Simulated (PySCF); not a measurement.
# [SnF5]-: geometry, NMR shifts and electronic excitations

What NMR shifts and electronic excitations should [SnF5]- (`[F][Sn-]([F])([F])([F])[F]`) show?

Computed with PySCF 2.14.0, with density-fitted response routines of our own, on a single molecule in the gas phase. Atoms are numbered from 0 throughout.

### 1 The molecule as given

6 atoms, charge -1, multiplicity 1; geometry from: GFN2-xTB.

Bonds of the start (Å): Sn0–F1 1.99, Sn0–F2 1.99, Sn0–F3 2.00, Sn0–F4 2.00, Sn0–F5 2.00.

### 2 Geometry optimisation at PBE0-D3(BJ)/def2-SVP

What the job is given:

```
{"job": {"xc": "PBE0", "basis": "def2-SVP", "d3": "d3bj", "grid": 1, "maxiter": 40, "kind": "geom"}, "charge": -1, "multiplicity": 1}
Sn    -0.000380    -0.000070     0.000020
F     -0.020470    -0.006400     1.989810
F      0.015510     0.005830    -1.990440
F      1.998230     0.012200     0.018310
F     -1.006770     1.727330    -0.003610
F     -0.986130    -1.738890    -0.014100
```

**Question.** This job is followed by: GIAO PBE0/pcSseg-1 Sn:def2-TZVP NMR shielding, non-relativistic, gas phase; TDDFT CAM-B3LYP/def2-SVPD, vertical, gas phase, core orbitals frozen in the response; GIAO wB97X-D/pcSseg-1 Sn:def2-TZVP NMR shielding, non-relativistic, gas phase. What will the session give for the following? point group; rotational constants (main isotopes); 19F shifts against CFCl3 (PBE0/def2-TZVP+pcSseg-1, means over atoms taken as alike); lowest singlet (CAM-B3LYP/def2-SVPD); brightest single state of those computed; lowest triplet; range of the shift of F1.

As calculated:

| quantity | value |
| --- | --- |
| point group | D3h |
| rotational constants (main isotopes) | 2.34, 2.01, 1.99 GHz |
| 19F shifts against CFCl3 (PBE0/def2-TZVP+pcSseg-1, means over atoms taken as alike) | -150.9 ppm |
| lowest singlet (CAM-B3LYP/def2-SVPD) | 6.98 eV (178 nm), f = 0.000 |
| brightest single state of those computed | state 6, 7.71 eV, f = 0.140 |
| lowest triplet | 6.64 eV |
| range of the shift of F1 | -150.9 to -148.3 ppm |

The optimisation took 4 steps and gained 0.129 eV; among the close pairs (by a distance rule), Sn0–F3 changed most, from 1.999 to 1.944 Å. The lowest singlet, at 6.98 eV, is HOMO→LUMO 0.94 and is dark; of the 10 states computed, the strongest absorption comes from states 7 to 9 together at 7.96 eV. The lowest triplet lies 0.34 eV below the lowest singlet (triplets in Tamm-Dancoff, singlets in full TDDFT). Spin-orbit coupling, left out, mixes singlets and triplets in elements this heavy. The shift of F1 (with its like atoms) runs from -150.9 (PBE0/def2-TZVP+pcSseg-1) to -148.3 ppm (wB97X-D/def2-TZVP+pcSseg-1). Spin-orbit coupling is left out, which matters for shieldings and couplings at and beside the heavy atoms.
